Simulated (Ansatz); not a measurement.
# Cl₂H₂HfSe₂: small, medium and large basis sets

How large a basis does Cl₂H₂HfSe₂ need? Two functionals are run in growing sets.

The runs use Ansatz 0.2.0, Gaussian basis; one geometry, several basis sets.

Levels to be run: PBE0-D4/def2-SVP; ωB97M-V/def2-SVP; PBE0-D4/def2-QZVPP; ωB97M-V/def2-QZVPP; the functionals' def2-TZVPP values are taken from earlier runs.

## Step 1: The geometry

An earlier PBE0-D4 in a triple-zeta def2 set relaxation fixed the geometry. Hf takes the def2 core potential; no spin-orbit term is included.

7 atoms, charge 0, spin multiplicity 1.

Atoms are counted from 1 here; the program's logs count them from 0.

Bond lengths: Cl1–Hf2 2.327 Å, Hf2–Cl3 2.322 Å, Hf2–Se4 2.545 Å, Hf2–Se5 2.552 Å, Se4–H6 1.476 Å, Se5–H7 1.476 Å. Angles: Cl1–Hf2–Cl3 112.0°, Cl1–Hf2–Se4 111.7°, Cl1–Hf2–Se5 109.3°, Cl3–Hf2–Se4 108.6°, Cl3–Hf2–Se5 110.7°, Se4–Hf2–Se5 104.3°, Hf2–Se4–H6 86.2°, Hf2–Se5–H7 88.7°.

Coordinates:

```mol
Cl2H2HfSe2
  3D, bonds by distance, orders not assigned

  7  6  0  0  0  0  0  0  0  0999 V2000
   -2.1152   -0.9236    0.6410 Cl  0  0
    0.0357   -0.4519   -0.1108 Hf  0  0
    1.3466   -2.3632   -0.2538 Cl  0  0
    0.0074    0.6846   -2.3874 Se  0  0
    1.1134    1.2666    1.4374 Se  0  0
   -1.1887    1.4027   -1.9053 H   0  0
    0.8008    0.3849    2.5789 H   0  0
  1  2  8  0
  2  3  8  0
  2  4  8  0
  2  5  8  0
  4  6  8  0
  5  7  8  0
M  END
```

## Step 2: PBE0-D4 in def2-SVP

Contents of in.yaml:

```yaml
crystal:
  periodic: [false, false, false]
  atoms:
    - {symbol: Cl, position_ang: [-2.115180, -0.923635, 0.641000]}
    - {symbol: Hf, position_ang: [0.035654, -0.451898, -0.110766]}
    - {symbol: Cl, position_ang: [1.346641, -2.363238, -0.253821]}
    - {symbol: Se, position_ang: [0.007388, 0.684621, -2.387431]}
    - {symbol: Se, position_ang: [1.113412, 1.266573, 1.437365]}
    - {symbol: H, position_ang: [-1.188685, 1.402653, -1.905264]}
    - {symbol: H, position_ang: [0.800780, 0.384924, 2.578917]}
basis:
  gaussian: {orbitals: def2-SVP}
hamiltonian: {xc: pbe0, dispersion: d4}
output: {orbitals: {seedname: orbitals}}
```

Run with:

```
ansatz run in.yaml --threads 4 --pin off --events-out ev --progress --plain --max-ram 11315MiB
```

The runs that follow: ωB97M-V in def2-SVP; PBE0-D4 in def2-QZVPP; ωB97M-V in def2-QZVPP.

**Question.** What will the summary of the whole plan be? Wanted: PBE0-D4: double and triple zeta above quadruple; ωB97M-V: double and triple zeta above quadruple.

The runs gave:

| quantity | value |
| --- | --- |
| PBE0-D4: double and triple zeta above quadruple | 28.47, 3.49 eV |
| ωB97M-V: double and triple zeta above quadruple | 28.20, 3.36 eV |

For PBE0-D4 the step from double to triple zeta gains 24.98 eV and the next only 3.49 eV. These are total energies; as a rule much of such shifts cancels in differences, which this series doesn't test.
